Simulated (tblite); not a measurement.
# C7H13FOSi: the cost of one run

Computed with tblite 0.8.0 and PySCF 2.14.0, with density-fitted response routines of our own, on a single molecule in the gas phase. Atoms are numbered from 0 throughout.

## (1) The starting structure

23 atoms, charge 0, multiplicity 1; geometry from: force field or distance geometry start.

Bonds of the start (Å): C0–C1 1.52, C1–C2 1.51, C1–C3 1.50, C1–C4 1.49, C4–Si5 1.85, C4–C6 1.31, C6–C7 1.45, C7–O8 1.24, C7–F9 1.36, C0–H10 1.10, C0–H11 1.11, C0–H12 1.13, C2–H13 1.12, C2–H14 1.15, C2–H15 1.08, C3–H16 1.14, C3–H17 1.15, C3–H18 1.10, Si5–H19 1.47, Si5–H20 1.47, Si5–H21 1.46, C6–H22 1.09.

## (2) Optimising the geometry with GFN2-xTB

Job settings and geometry (Å):

```
{"job": {"kind": "relax", "xc": "GFN2-xTB", "basis": "xTB"}, "charge": 0, "multiplicity": 1}
C     -1.070300     1.503400     0.268700
C      0.128600     0.581200     0.162600
C      1.036300     1.264600    -0.826100
C      0.667300     0.509700     1.557300
C     -0.305300    -0.775300    -0.265300
Si    -2.106600    -0.994200    -0.600600
C      0.499900    -1.789600    -0.447800
C      1.935100    -1.779900    -0.230000
O      2.636000    -0.826400     0.139600
F      2.576300    -2.952000    -0.463800
H     -2.003200     1.002200     0.552900
H     -1.210300     2.072800    -0.668000
H     -0.857300     2.274300     1.072200
H      1.186500     0.552400    -1.683200
H      0.451700     2.136400    -1.307100
H      1.927100     1.722000    -0.419400
H     -0.097100     1.002000     2.247300
H      0.690300    -0.549300     1.993900
H      1.586300     1.074500     1.765900
H     -2.728000    -1.273700     0.702300
H     -2.272300    -2.148600    -1.488100
H     -2.706000     0.143000    -1.288000
H      0.030300    -2.722700    -0.765200
```

The run is started by

```bash
OMP_NUM_THREADS=1 python probes_run.py task.json out
```

One launch serves the whole session: the jobs run in the order shown.

Q: Estimate the wall time of this first job on 1 thread of Arm Neoverse V1, shared host.

About 1.4 s.
